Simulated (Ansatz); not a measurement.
**C₂H₆ClNSi: one species, many methods**

One table from this session's results is given with a row withheld; the runs are named, their logs left out.

Method: functionals in def2-TZVPP, the program's frozen cores in correlated methods; program: Ansatz 0.2.0, Gaussian basis.

Levels to be run: PBE-D4, r2SCAN-D4, PBE0-D4, B3LYP-D4, ωB97X-V, ωB97M-V, B2PLYP; CCSD(T)/def2-TZVPP; MP2/def2-QZVPP; extrapolation to the limit.

### Structure used throughout

An earlier PBE0-D4 in a triple-zeta def2 set relaxation fixed the geometry.

11 atoms, charge 0, spin multiplicity 1.

Atoms are counted from 1 here; the program's logs count them from 0.

Bond lengths: N1–C2 1.335 Å, N1–H6 1.007 Å, N1–H7 1.011 Å, C2–C3 1.402 Å, C2–H8 1.083 Å, C3–Si4 2.056 Å, C3–H9 1.085 Å, C3–H10 1.086 Å, Si4–Cl5 2.161 Å, Si4–H11 1.530 Å. Angles: C2–N1–H6 118.0°, C2–N1–H7 117.5°, H6–N1–H7 114.5°, N1–C2–C3 125.1°, N1–C2–H8 115.5°, C3–C2–H8 119.4°, C2–C3–Si4 95.3°, C2–C3–H9 115.6°, C2–C3–H10 118.0°, Si4–C3–H9 105.5°, Si4–C3–H10 105.1°, H9–C3–H10 113.9°, C3–Si4–Cl5 97.1°, C3–Si4–H11 94.4°, Cl5–Si4–H11 96.6°.

Set-up of the first run:

in.yaml

```yaml
crystal:
  periodic: [false, false, false]
  atoms:
    - {symbol: N, position_ang: [-1.432056, -0.427717, 0.196304]}
    - {symbol: C, position_ang: [-0.158179, -0.809766, 0.074557]}
    - {symbol: C, position_ang: [0.922606, -0.241160, 0.763310]}
    - {symbol: Si, position_ang: [1.398278, 1.110374, -0.711412]}
    - {symbol: Cl, position_ang: [-0.311725, 2.405198, -0.451199]}
    - {symbol: H, position_ang: [-2.073567, -0.679593, -0.537258]}
    - {symbol: H, position_ang: [-1.610719, 0.473767, 0.617441]}
    - {symbol: H, position_ang: [0.017689, -1.639114, -0.600142]}
    - {symbol: H, position_ang: [1.797490, -0.873961, 0.868769]}
    - {symbol: H, position_ang: [0.706896, 0.361817, 1.640886]}
    - {symbol: H, position_ang: [0.808690, 0.263256, -1.840654]}
basis:
  gaussian: {orbitals: def2-TZVPP}
hamiltonian: {xc: pbe, dispersion: d4}
output: {forces: true, orbitals: {seedname: orbitals}}
```

Run with:

```
> ansatz run in.yaml --threads 4 --pin off --events-out ev --progress --plain --max-ram 10444MiB
```

Among the steps run: PBE-D4 (GGA); r2SCAN-D4 (meta-GGA); PBE0-D4 (hybrid); B3LYP-D4 (hybrid); ωB97X-V (range-separated); ωB97M-V (range-separated); B2PLYP (double hybrid); CCSD(T) in def2-TZVPP; MP2 in def2-QZVPP.

One of the session's tables, all rows but one given; the rest of the session is left out.

It belongs to the step «Atomisation energies». 

```
            method  atomisation energy (kJ/mol)
            PBE-D4                       4067.5
         r2SCAN-D4                       3968.8
           PBE0-D4                       3979.8
          B3LYP-D4                            ?
           ωB97X-V                       3951.9
           ωB97M-V                       3968.8
            B2PLYP                       3900.4
     HF/def2-TZVPP                       2779.9
    MP2/def2-TZVPP                       3876.9
   CCSD/def2-TZVPP                       3747.9
CCSD(T)/def2-TZVPP                       3821.5
           MP2/CBS                       3994.0
       CCSD(T)/CBS                       3938.6
```

Q: Estimate the row for B3LYP-D4 from the others.

The run gave: atomisation energy (kJ/mol): 3964.1. In the column «atomisation energy (kJ/mol)» it lies between ωB97X-V (3951.9) and r2SCAN-D4 (3968.8).
